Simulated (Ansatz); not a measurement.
# PtSe: the cost of one run

Program: Ansatz 0.2.0. Level of theory: DFT PBE+U (U_eff = 1 eV on Pt d), plane waves, PAW, no spin–orbit coupling unless a run says so. These are calculated values, not measurements.

### Step 1. The starting structure

Symmetry: P6_3mc, No. 186, hexagonal system. The conventional cell has a = 4.291 Å, b = 4.291 Å, c = 7.028 Å, α = 90.00°, β = 90.00°, γ = 120.00°. Around Pt (site symmetry 3m) lie 4 Se at 2.63 Å. Around Se (site symmetry 3m) lie 4 Pt at 2.63 Å.

Structure file:

```xyz
4
Lattice="4.2914 0.0000 0.0000 -2.1457 3.7165 0.0000 0.0000 0.0000 7.0283" Properties=species:S:1:pos:R:3 pbc="T T T"
Pt    2.1457    1.2388    0.0000
Pt    0.0000    2.4776    3.5142
Se    2.1457    1.2388    4.3941
Se    0.0000    2.4776    0.8799
```

Magnetic order typed: opposed in the cell.

An earlier series on this cell reached its lowest free state from «random orbitals: fully mixed, first filling», perhaps among other starts (it ended without moments).

### Step 2. Random orbitals: single harmonics, second filling

The input, input.yaml:

```yaml
crystal:
  lattice:
    - [4.29141217, 0.0, 0.0]
    - [-2.14570608, 3.71647195, 0.0]
    - [0.0, 0.0, 7.02834231]
  atoms:
    - { symbol: Pt, position: [0.6666666667, 0.3333333333, 0.0], spin: 0.3 }
    - { symbol: Pt, position: [0.3333333333, 0.6666666667, 0.5], spin: -0.3 }
    - { symbol: Se, position: [0.6666666667, 0.3333333333, 0.6252] }
    - { symbol: Se, position: [0.3333333333, 0.6666666667, 0.1252] }
basis:
  ecutwfc: 420
  ecutrho_ratio: 4
kpoints:
  mp_grid: { grid: [5, 5, 3] }
hamiltonian:
  xc: pbe
  hubbard:
    sites:
      - { site: 0, l: d, u_eff: 1.0, starting_ns: [{ spin: up, occupation_matrix: s0up }, { spin: down, occupation_matrix: s0down }] }
      - { site: 1, l: d, u_eff: 1.0, starting_ns: [{ spin: up, occupation_matrix: s1up }, { spin: down, occupation_matrix: s1down }] }
    occupation_matrices:
      s0up:
        matrix:
          - [0.97, 0.0, 0.0, 0.0, 0.0]
          - [0.0, 0.97, 0.0, 0.0, 0.0]
          - [0.0, 0.0, 0.97, 0.0, 0.0]
          - [0.0, 0.0, 0.0, 0.97, 0.0]
          - [0.0, 0.0, 0.0, 0.0, 0.02]
      s0down:
        matrix:
          - [0.97, 0.0, 0.0, 0.0, 0.0]
          - [0.0, 0.97, 0.0, 0.0, 0.0]
          - [0.0, 0.0, 0.97, 0.0, 0.0]
          - [0.0, 0.0, 0.0, 0.02, 0.0]
          - [0.0, 0.0, 0.0, 0.0, 0.97]
      s1up:
        matrix:
          - [0.97, 0.0, 0.0, 0.0, 0.0]
          - [0.0, 0.02, 0.0, 0.0, 0.0]
          - [0.0, 0.0, 0.97, 0.0, 0.0]
          - [0.0, 0.0, 0.0, 0.97, 0.0]
          - [0.0, 0.0, 0.0, 0.0, 0.97]
      s1down:
        matrix:
          - [0.97, 0.0, 0.0, 0.0, 0.0]
          - [0.0, 0.02, 0.0, 0.0, 0.0]
          - [0.0, 0.0, 0.97, 0.0, 0.0]
          - [0.0, 0.0, 0.0, 0.97, 0.0]
          - [0.0, 0.0, 0.0, 0.0, 0.97]
    ns_hold: until_converged
scf:
  occupations: { method: gaussian, width: 0.05 }
  lower_state_search: "off"
  max_iter: 150
output:
  forces: true
  stress: true
  eigenvalues: true
  populations: true
  hubbard: { sites: [{ site: 0, l: d }, { site: 1, l: d }] }
magnetization:
  spin_polarized: true
```

The typed matrices put 0.97 on the chosen orbitals and 0.02 on the others, and are held until the SCF converges, then released.

Started as:

```console
$ ansatz run input.yaml --threads 2 --pin off --max-ram 3072MiB --backend cpu --events-out ev --progress --plain --runs-dir out
```

Q: Estimate wall time and peak memory on 2 threads of AMD EPYC 9R45 (Zen 5), shared host.

About 15 s, with a peak of 0.55 GiB.
